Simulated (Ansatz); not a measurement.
# SbClF radical: functionals against CCSD(T) at one geometry

The atoms stand at a structure displaced at random from a GFN2-xTB minimum. How far do the functionals agree with CCSD(T) there?

Computed with Ansatz 0.2.0, Gaussian basis. Level: single points in def2-TZVPP.

Cores are frozen in the correlated methods. Filled d shells of the heavier atoms are correlated. Core potentials replace the inner electrons past krypton, and spin-orbit coupling is left out. Orbitals are unrestricted.

### 1 The system as given

SMILES `[F][Sb][Cl]`, 3 atoms, charge 0, spin multiplicity 2.

Atoms are counted from 1 here; the program's logs count them from 0.

Bond lengths: F1–Sb2 2.090 Å, Sb2–Cl3 2.503 Å. Angles: F1–Sb2–Cl3 91.9°.

As a file:

```xyz
3

F    -0.7876    1.3960   -0.2412
Sb   -0.5670   -0.6796   -0.3552
Cl    1.7434   -0.5702    0.6025
```

### 2 CCSD(T)/def2-TZVPP

run/in.yaml

```yaml
crystal:
  periodic: [false, false, false]
  atoms:
    - {symbol: F, position_ang: [-0.787600, 1.396000, -0.241200]}
    - {symbol: Sb, position_ang: [-0.567000, -0.679600, -0.355200]}
    - {symbol: Cl, position_ang: [1.743400, -0.570200, 0.602500]}
basis:
  gaussian: {orbitals: def2-TZVPP}
magnetization: {spin_polarized: true, initial_magnetization: 1}
correlation: {method: ccsd_t}
scf: {omitted_lower_state_checks: [cluster_reference]}
output: {forces: true}
```

The run is started by

```bash
$ ansatz run in.yaml --threads 8 --pin off --events-out ev --progress --plain --max-ram 10444MiB
```

### 3 PBE0-D4/def2-TZVPP

run/in.yaml, as its differences from that of step 2:

```diff
@@ -9,4 +9,3 @@
 magnetization: {spin_polarized: true, initial_magnetization: 1}
-correlation: {method: ccsd_t}
-scf: {omitted_lower_state_checks: [cluster_reference]}
-output: {forces: true}
+hamiltonian: {xc: pbe0, dispersion: d4}
+output: {forces: true, orbitals: {seedname: orbitals}}
```

### 4 wB97M-V/def2-TZVPP

run/in.yaml, as its differences from that of step 3:

```diff
@@ -9,3 +9,3 @@
 magnetization: {spin_polarized: true, initial_magnetization: 1}
-hamiltonian: {xc: pbe0, dispersion: d4}
-output: {forces: true, orbitals: {seedname: orbitals}}
+hamiltonian: {xc: {name: wB97M-V}}
+output: {forces: true}
```

### 5 r2SCAN-D4/def2-TZVPP

run/in.yaml, as its differences from that of step 4:

```diff
@@ -9,3 +9,3 @@
 magnetization: {spin_polarized: true, initial_magnetization: 1}
-hamiltonian: {xc: {name: wB97M-V}}
+hamiltonian: {xc: r2scan, dispersion: d4}
 output: {forces: true}
```

### 6 PBE-D4/def2-TZVPP

run/in.yaml, as its differences from that of step 5:

```diff
@@ -9,3 +9,3 @@
 magnetization: {spin_polarized: true, initial_magnetization: 1}
-hamiltonian: {xc: r2scan, dispersion: d4}
+hamiltonian: {xc: pbe, dispersion: d4}
 output: {forces: true}
```

### 7 wB97X-V/def2-TZVPP

run/in.yaml, as its differences from that of step 6:

```diff
@@ -9,3 +9,3 @@
 magnetization: {spin_polarized: true, initial_magnetization: 1}
-hamiltonian: {xc: pbe, dispersion: d4}
+hamiltonian: {xc: {name: wB97X-V}}
 output: {forces: true}
```

### 8 BLYP-D4/def2-TZVPP

run/in.yaml, as its differences from that of step 7:

```diff
@@ -9,3 +9,3 @@
 magnetization: {spin_polarized: true, initial_magnetization: 1}
-hamiltonian: {xc: {name: wB97X-V}}
+hamiltonian: {xc: {name: BLYP}, dispersion: d4}
 output: {forces: true}
```

(Steps that only read results are left out.)

Q: Predict the outcome of this session. Wanted: energy less free atoms, CCSD(T)/def2-TZVPP; RMS force component; RMS force error; HOMO and LUMO, PBE0-D4; T1 diagnostic.

**Answer**, as computed:

| quantity | value |
| --- | --- |
| energy less free atoms, CCSD(T)/def2-TZVPP | -632.1 kJ/mol |
| RMS force component | 1.138 to 1.734 eV/Å over the methods |
| RMS force error | PBE0-D4 0.035, wB97M-V 0.041, r2SCAN-D4 0.103, PBE-D4 0.348, wB97X-V 0.088, BLYP-D4 0.527 eV/Å |
| HOMO and LUMO, PBE0-D4 | -6.88 and -3.70 eV |
| T1 diagnostic | 0.018 |

In words: Against CCSD(T) the functionals' energies less atoms differ by -125.8 to -51.5 kJ/mol, PBE-D4 by -125.8 kJ/mol. A larger basis would deepen the CCSD(T) value, while the functionals are nearly converged already, so the order here is not reliable. The forces of PBE0-D4 come nearest to CCSD(T), those of BLYP-D4 are farthest. Frozen-core CCSD(T) forces in triple zeta carry basis errors of their own, and this is one geometry, so small gaps rank nothing.
